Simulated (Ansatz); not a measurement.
# ClW: the cost of one run

Method: def2-QZVPP, core rule «outside noble gas», up to 9 orbitals frozen; program: Ansatz 0.2.0, Gaussian basis.

Plan: UHF; ROHF; CCSD(T) on UHF.

**1. What is computed**

The geometry is a PBE0/def2-TZVP stationary point (not a proven minimum) of the parent state, kept for this charge and spin. No spin-orbit coupling is included. Elements past krypton take def2 core potentials.

2 atoms, charge 0, spin multiplicity 8.

Atoms are counted from 1 here; the program's logs count them from 0.

Bond lengths: W1–Cl2 2.275 Å.

**2. UHF**

in.yaml

```yaml
crystal:
  periodic: [false, false, false]
  atoms:
    - {symbol: W, position_ang: [0.000000, 0.000000, 0.000000]}
    - {symbol: Cl, position_ang: [0.000000, 0.000000, 2.275000]}
basis:
  gaussian: {orbitals: "def2-QZVPP.json"}
magnetization: {spin_polarized: true, initial_magnetization: 7}
hamiltonian: {xc: hf}
output: {orbitals: {seedname: orbitals}}
```

Run with:

```
$ ansatz run in.yaml --threads 1 --pin off --events-out ev --progress --plain --max-ram 4096MiB --backend cpu
```

What time and memory should one allow on 1 thread of AMD EPYC 7R13, shared host?

About 12 s, with a peak of 0.4 GiB.
